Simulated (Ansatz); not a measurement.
# C₃H₄F₄O: up Jacob's ladder to CCSD(T)

One table from this session's results is given with a row withheld; the runs are named, their logs left out.

Method: functionals in def2-TZVPP, the program's frozen cores in correlated methods; program: Ansatz 0.2.0, Gaussian basis.

The runs, in order: LDA (SPW92), PBE-D4, revPBE-D4, BLYP-D4, r2SCAN-D4, B97M-V, PBE0-D4, B3LYP-D4, r2SCANh-D4, r2SCAN0-D4, HSE06-D4, BHLYP-D4, CAM-B3LYP-D4, LC-ωPBE, ωB97X-V, ωB97M-V, B2PLYP, PBE-QIDH; CCSD(T)/def2-SVP; MP2/def2-TZVPP; MP2/def2-QZVPP; RPA on PBE.

### The relaxed structure

An earlier PBE0-D4 in a triple-zeta def2 set relaxation fixed the geometry.

SMILES `FCOCC(F)(F)F`, 12 atoms, charge 0, spin multiplicity 1.

Atoms are counted from 1 here; the program's logs count them from 0.

Bond lengths: F1–C2 1.378 Å, C2–O3 1.375 Å, C2–H9 1.095 Å, C2–H10 1.090 Å, O3–C4 1.403 Å, C4–C5 1.515 Å, C4–H11 1.091 Å, C4–H12 1.093 Å, C5–F6 1.340 Å, C5–F7 1.332 Å, C5–F8 1.338 Å. Angles: F1–C2–O3 110.4°, F1–C2–H9 106.8°, F1–C2–H10 108.2°, O3–C2–H9 112.6°, O3–C2–H10 106.9°, H9–C2–H10 111.9°, C2–O3–C4 115.3°, O3–C4–C5 111.2°, O3–C4–H11 108.4°, O3–C4–H12 112.4°, C5–C4–H11 107.7°, C5–C4–H12 108.5°, H11–C4–H12 108.5°, C4–C5–F6 111.9°, C4–C5–F7 112.1°, C4–C5–F8 109.7°, F6–C5–F7 107.4°, F6–C5–F8 107.7° and more.

Set-up of the first run:

File in.yaml:

```yaml
crystal:
  periodic: [false, false, false]
  atoms:
    - {symbol: F, position_ang: [1.922352, -0.685582, 1.578390]}
    - {symbol: C, position_ang: [1.556374, 0.323613, 0.714845]}
    - {symbol: O, position_ang: [0.982209, -0.201184, -0.418760]}
    - {symbol: C, position_ang: [-0.309399, -0.723417, -0.250252]}
    - {symbol: C, position_ang: [-1.364184, 0.271683, -0.689857]}
    - {symbol: F, position_ang: [-1.320854, 1.397806, 0.035680]}
    - {symbol: F, position_ang: [-1.224301, 0.616689, -1.969007]}
    - {symbol: F, position_ang: [-2.581166, -0.263561, -0.537394]}
    - {symbol: H, position_ang: [0.875802, 0.980848, 1.265515]}
    - {symbol: H, position_ang: [2.459478, 0.846701, 0.399323]}
    - {symbol: H, position_ang: [-0.407464, -1.609362, -0.879743]}
    - {symbol: H, position_ang: [-0.511947, -1.009431, 0.785261]}
basis:
  gaussian: {orbitals: def2-TZVPP}
hamiltonian: {xc: lda}
output: {orbitals: {seedname: orbitals}}
```

Command:

```sh
> ansatz run in.yaml --threads 4 --pin off --events-out ev --progress --plain --max-ram 11315MiB
```

Steps of the session up to this table: LDA; PBE-D4 (GGA); revPBE-D4 (GGA); BLYP-D4 (GGA); r2SCAN-D4 (meta-GGA); B97M-V (meta-GGA); B3LYP-D4 (hybrid); r2SCANh-D4 (hybrid); r2SCAN0-D4 (hybrid); HSE06-D4 (hybrid); BHLYP-D4 (hybrid); CAM-B3LYP-D4 (range-separated); LC-ωPBE (range-separated); ωB97X-V (range-separated); ωB97M-V (range-separated); B2PLYP (double hybrid); PBE-QIDH (double hybrid).

One table of the session follows, with a row left open; its other results are not shown here.

It belongs to the step «Frontier levels by functional». 

| functional | HOMO (eV) | LUMO (eV) | gap (eV) |
| --- | --- | --- | --- |
| LDA (SPW92) | -7.56 | 0.09 | 7.65 |
| PBE-D4 | -7.37 | 0.37 | 7.75 |
| revPBE-D4 | -7.29 | 0.50 | 7.79 |
| BLYP-D4 | -7.32 | 0.38 | 7.69 |
| r2SCAN-D4 | -7.75 | 0.95 | 8.70 |
| B97M-V | -7.91 | 0.59 | 8.50 |
| PBE0-D4 | -9.07 | 1.29 | 10.36 |
| B3LYP-D4 | -8.84 | 0.92 | 9.77 |
| r2SCANh-D4 | -8.38 | 1.28 | 9.66 |
| r2SCAN0-D4 | -9.34 | 1.72 | 11.06 |
| HSE06-D4 | ? | ? | ? |
| BHLYP-D4 | -10.77 | 1.93 | 12.70 |
| CAM-B3LYP-D4 | -10.59 | 2.07 | 12.67 |
| LC-ωPBE | -11.88 | 3.44 | 15.32 |
| ωB97X-V | -11.56 | 3.24 | 14.80 |
| ωB97M-V | -11.49 | 2.81 | 14.30 |

Estimate the missing values for HSE06-D4.

**Answer.** HOMO (eV): -8.66; LUMO (eV): 0.91; gap (eV): 9.57. In the column «HOMO (eV)» it lies between B3LYP-D4 (-8.84) and r2SCANh-D4 (-8.38).
